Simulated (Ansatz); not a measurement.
**CsMgBiO3 in Ansatz: the effect of strain**

The system is CsMgBiO3.

```xyz
6
Lattice="3.1013 1.7905 3.7970 -3.1013 1.7905 3.7970 0.0000 -3.5811 3.7970" Properties=species:S:1:pos:R:3 pbc="T T T"
Bi    0.0000    0.0000    6.4393
Cs    0.0000    0.0000   10.4488
Mg    0.0000    0.0000    3.4423
O     1.5223    0.8789    7.4612
O     0.0000   -1.7578    7.4612
O    -1.5223    0.8789    7.4612
```

The cell comes from a database or a generator and needn't be the stable form of this composition.

Alike in all runs:

| Property | Result |
| --- | --- |
| Program | Ansatz 0.2.0 |
| Task | relaxation of the atoms |
| Functional | PBE |
| Potentials or basis | Ansatz PAW |
| Cutoff | 420 eV (not typed: the program's choice for these potentials) |
| k mesh | 5 × 5 × 5 |
| Occupations | fermi-dirac, width 0.05 eV |
| Spin | no spin polarisation |
| Kind of strain | biaxial |

Each run relaxes the cell or the atoms first.

Problem. One run gave: gap on the mesh 2.93 eV; pressure 2.8 GPa. Which strain did it use?
A. 0.01
B. -0.02
C. 0
D. 0.02
E. -0.04

Solution. B.

| strain | gap on the mesh (eV) | pressure (GPa) |
| --- | --- | --- |
| -0.04 | 2.98 | 5.3 |
| -0.02 | 2.93 | 2.8 |
| -0.01 | 2.87 | 1.7 |
| 0 | 2.78 | 0.6 |
| 0.01 | 2.68 | -0.3 |
| 0.02 | 2.57 | -1.2 |
| 0.04 | 2.33 | -2.8 |

Caveats: odd divisions of the mesh miss points on the zone boundary, where band edges often lie, so the gap on the mesh can be too wide; spin-orbit coupling is left out, which as a rule narrows the gap of such compounds by several tenths of an eV; the thresholds are loose for stress.

A k mesh can miss the band edges.
